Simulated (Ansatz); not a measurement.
# Al16AsO24: the cost of one run

All numbers below are computed with Ansatz 0.2.0 (DFT LDA, plane waves, PAW, scalar-relativistic, collinear spin).

1 further run of the same task is left out (it didn't finish).

**1. The structure to begin with**

The cell holds 41 atoms (Al16AsO24): a = 6.997 Å, b = 6.997 Å, c = 6.997 Å, α = 85.70°, β = 85.70°, γ = 85.70°.

Its coordinates follow in the input file.

**2. Relaxing end A**

Input file input.yaml:

```yaml
crystal:
  lattice:
    - [-4.758971, -2.747593, 4.332163]
    - [4.758971, -2.747593, 4.332163]
    - [0.0, 5.495186, 4.332163]
  atoms:
    - { symbol: Al, position: [0.65, 0.65, 0.65] }
    - { symbol: Al, position: [0.85, 0.85, 0.85] }
    - { symbol: Al, position: [0.35, 0.35, 0.35] }
    - { symbol: Al, position: [0.15, 0.15, 0.15] }
    - { symbol: O, position: [0.25, 0.4, 0.6] }
    - { symbol: O, position: [0.4, 0.6, 0.25] }
    - { symbol: O, position: [0.6, 0.25, 0.4] }
    - { symbol: O, position: [0.75, 0.6, 0.4] }
    - { symbol: O, position: [0.6, 0.4, 0.75] }
    - { symbol: O, position: [0.4, 0.75, 0.6] }
    - { symbol: Al, position: [0.15, 0.15, 0.65] }
    - { symbol: Al, position: [0.35, 0.35, 0.85] }
    - { symbol: Al, position: [0.85, 0.85, 0.35] }
    - { symbol: Al, position: [0.65, 0.65, 0.15] }
    - { symbol: O, position: [0.75, 0.9, 0.6] }
    - { symbol: O, position: [0.9, 0.1, 0.25] }
    - { symbol: O, position: [0.1, 0.75, 0.4] }
    - { symbol: O, position: [0.25, 0.1, 0.4] }
    - { symbol: O, position: [0.1, 0.9, 0.75] }
    - { symbol: O, position: [0.9, 0.25, 0.6] }
    - { symbol: Al, position: [0.15, 0.65, 0.15] }
    - { symbol: Al, position: [0.35, 0.85, 0.35] }
    - { symbol: Al, position: [0.85, 0.35, 0.85] }
    - { symbol: Al, position: [0.65, 0.15, 0.65] }
    - { symbol: O, position: [0.75, 0.4, 0.1] }
    - { symbol: O, position: [0.9, 0.6, 0.75] }
    - { symbol: O, position: [0.1, 0.25, 0.9] }
    - { symbol: O, position: [0.25, 0.6, 0.9] }
    - { symbol: O, position: [0.1, 0.4, 0.25] }
    - { symbol: O, position: [0.9, 0.75, 0.1] }
    - { symbol: Al, position: [0.65, 0.15, 0.15] }
    - { symbol: Al, position: [0.85, 0.35, 0.35] }
    - { symbol: Al, position: [0.35, 0.85, 0.85] }
    - { symbol: Al, position: [0.15, 0.65, 0.65] }
    - { symbol: O, position: [0.25, 0.9, 0.1] }
    - { symbol: O, position: [0.4, 0.1, 0.75] }
    - { symbol: O, position: [0.6, 0.75, 0.9] }
    - { symbol: O, position: [0.75, 0.1, 0.9] }
    - { symbol: O, position: [0.6, 0.9, 0.25] }
    - { symbol: O, position: [0.4, 0.25, 0.1] }
    - { symbol: As, position: [0.8131438, 0.976827, 0.0940451], spin: 1.0 }
magnetization:
  spin_polarized: true
basis:
  ecutwfc: 420.0
kpoints:
  mp_grid: { grid: [2, 2, 2] }
hamiltonian:
  xc: lda
  pseudopotentials: { kind: paw, azcp: { folder: soft_1 } }
scf:
  occupations: { method: gaussian, width: 0.02 }
  lower_state_search: "off"
relax:
  f_tol: 0.03
  max_steps: 60
  adjacent_minimum: "off"
```

The run is started by

```
ansatz run input.yaml --threads 4 --pin off --max-ram 10240MiB --backend cpu --events-out ev --progress --plain --runs-dir out
```

Q: Estimate wall time and peak memory on 4 threads of Intel Xeon Platinum 8375C at 2.90GHz (Ice Lake), shared host.

About 97 s, with a peak of 1.6 GiB.
